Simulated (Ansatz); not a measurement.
# GaH₃ (triplet): B2PLYP, RPA-PBE over a scan of the distance Ga1–H2, cc-pVDZ

Aim: run GaH₃ (triplet) with these functionals over a scan of the distance Ga1–H2, and hold them against the top wave-function level at the same points.

The runs use Ansatz 0.2.0, Gaussian basis; cc-pVDZ, all electrons in the functionals, frozen cores in the correlation of double hybrids and RPA.

To be run: B2PLYP, RPA-PBE, at 1.291 Å; 1.415 Å; 1.585 Å; 1.728 Å; 1.974 Å; 2.185 Å; 2.576 Å; 2.886 Å; 3.468 Å; 4.314 Å; 5.389 Å.

13 further runs of the same task are left out: 9 that didn't finish, 4 set aside as unsound or not needed.

## 1. The geometry

The geometry derives from a PBE0/def2-TZVP stationary point (not a proven minimum). One bond is set to the value named and the two fragments are kept rigid. No spin-orbit coupling is included. The filled d shell of Ga may be among the frozen orbitals whatever the setting's name suggests; the logs give the count.

4 atoms, charge 0, spin multiplicity 3.

Atoms are counted from 1 here; the program's logs count them from 0.

Bond lengths: Ga1–H2 1.585 Å, Ga1–H3 1.955 Å, Ga1–H4 1.955 Å, H3–H4 0.811 Å. Angles: H2–Ga1–H3 100.5°, H2–Ga1–H4 100.5°, H3–Ga1–H4 23.9°, Ga1–H3–H4 78.0°, Ga1–H4–H3 78.0°.

Coordinates:

```
Ga    0.00000    0.02773   -0.04569
H     0.00000   -1.47760   -0.54147
H     0.40542   -0.22016    1.85118
H    -0.40542   -0.22016    1.85118
```

No dispersion term is added.

The geometry shown and the zero of energy belong to the point 1.585 Å. The yardstick, FCI, and other wave-function levels (R restricted, U unrestricted, valence and pair active spaces) come from earlier runs.

## 2. B2PLYP, 1.291 Å

Contents of in.yaml:

```yaml
crystal:
  periodic: [false, false, false]
  atoms:
    - {symbol: Ga, position_ang: [0.000000, 0.023859, -0.046969]}
    - {symbol: H, position_ang: [0.000000, -1.202349, -0.450819]}
    - {symbol: H, position_ang: [0.405418, -0.224025, 1.849907]}
    - {symbol: H, position_ang: [-0.405418, -0.224025, 1.849907]}
basis:
  gaussian: {orbitals: cc-pVDZ}
magnetization: {spin_polarized: true, initial_magnetization: 2}
hamiltonian: {xc: {name: B2PLYP}}
correlation: {electrons: outside_noble_gas}
```

Command:

```
ansatz run in.yaml --threads 1 --pin off --events-out ev --progress --plain --max-ram 2393MiB
```

The runs that follow: B2PLYP, 1.415 Å; B2PLYP, 1.585 Å; B2PLYP, 1.728 Å; B2PLYP, 1.974 Å; B2PLYP, 2.185 Å; B2PLYP, 2.576 Å; B2PLYP, 2.886 Å; B2PLYP, 3.468 Å; B2PLYP, 4.314 Å; B2PLYP, 5.389 Å; RPA-PBE, 1.291 Å; RPA-PBE, 1.415 Å; RPA-PBE, 1.585 Å; RPA-PBE, 1.728 Å; RPA-PBE, 1.974 Å; RPA-PBE, 2.185 Å; RPA-PBE, 2.576 Å; RPA-PBE, 2.886 Å; RPA-PBE, 3.468 Å; RPA-PBE, 4.314 Å; RPA-PBE, 5.389 Å.

Before running them: what should the planned runs give, taken together? Wanted: span of the FCI curve; largest miss, B2PLYP; largest miss, RPA-PBE.

**Answer**, as computed:

| quantity | value |
| --- | --- |
| span of the FCI curve | 122.2 kJ/mol |
| largest miss, B2PLYP | -9.7 kJ/mol (2.576 Å) |
| largest miss, RPA-PBE | -9.5 kJ/mol (5.389 Å) |

What this shows: All of them stay within 9.7 kJ/mol of the yardstick, too close to rank. Functionals and the yardstick converge differently with the basis, so part of each miss in cc-pVDZ is the basis.
